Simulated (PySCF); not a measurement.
# C6H18Cl2O2Si2Sn (SnCl2(OSiMe3)2): the cost of one run

Programs: PySCF 2.14.0, with density-fitted response routines of our own. Each step states its level of theory. These are calculated values for one molecule in the gas phase, unless marked as measured. Atoms are numbered from 0 throughout.

## (1) Starting geometry

31 atoms, charge 0, multiplicity 1; geometry from: GFN2-xTB. The atoms were then displaced at random by about 0.03 Å, so the start is not that level's minimum.

Bonds of the start (Å): Sn0–Cl1 2.24, Sn0–Cl2 2.20, Sn0–O3 1.99, Sn0–O17 1.90, O3–Si4 1.65, Si4–C5 1.91, Si4–C6 1.87, Si4–C7 1.97, C5–H8 1.12, C5–H9 1.13, C5–H10 1.09, C6–H11 1.08, C6–H12 1.15, C6–H13 1.02, C7–H14 1.11, C7–H15 1.04, C7–H16 1.11, O17–Si18 1.69, Si18–C19 1.89, Si18–C20 1.92, Si18–C21 1.92, C19–H22 1.16, C19–H23 1.12, C19–H24 0.97, C20–H25 1.08, C20–H26 1.10, C20–H27 1.11, C21–H28 1.11, C21–H29 1.06, C21–H30 1.01.

## (2) Optimising the geometry at PBE0-D3(BJ)/def2-SVP

The job: settings as JSON, then the geometry in Å.

```
{"job": {"xc": "PBE0", "basis": "def2-SVP", "d3": "d3bj", "grid": 1, "maxiter": 40, "shake": 0.03, "kind": "geom"}, "charge": 0, "multiplicity": 1}
Sn     0.766060    -0.102480     0.537290
Cl     0.706090    -0.747290     2.679580
Cl     2.713820     0.635580    -0.164930
O     -0.368070     1.509690     0.274910
Si    -1.028700     2.727560     1.171800
C     -2.379210     2.127800     2.376870
C     -1.667490     3.932080    -0.114120
C      0.460700     3.528770     2.172670
H     -2.823900     2.939170     3.005860
H     -1.966170     1.393680     3.125980
H     -3.185180     1.602280     1.861570
H     -2.435080     3.460320    -0.704810
H     -2.227740     4.835400     0.329620
H     -0.955450     4.289070    -0.751590
H      0.812910     2.758140     2.889290
H      1.217310     3.863090     1.549500
H      0.105220     4.414680     2.748510
O      0.038740    -1.507020    -0.513630
Si     0.720330    -2.768830    -1.402390
C      1.297340    -2.042020    -3.046370
C     -0.802160    -3.917340    -1.650100
C      2.166030    -3.612420    -0.459130
H      1.764560    -2.819760    -3.767790
H      2.169330    -1.348310    -2.918320
H      0.634180    -1.576410    -3.588510
H     -1.616840    -3.375170    -2.101690
H     -0.482490    -4.820500    -2.181840
H     -1.073200    -4.267430    -0.627600
H      2.960380    -2.860000    -0.293590
H      1.778210    -3.844300     0.499740
H      2.539040    -4.418760    -0.943330
```

Started as:

```
$ OMP_NUM_THREADS=2 python probes_run.py task.json out
```

The driver reads the jobs from task.json and runs them one after another.

**Question.** How long does this first job take on 2 threads of Intel Xeon 6975P-C, shared host, and how much memory does it need?

About 7.6 min, with a peak of 3.1 GiB.
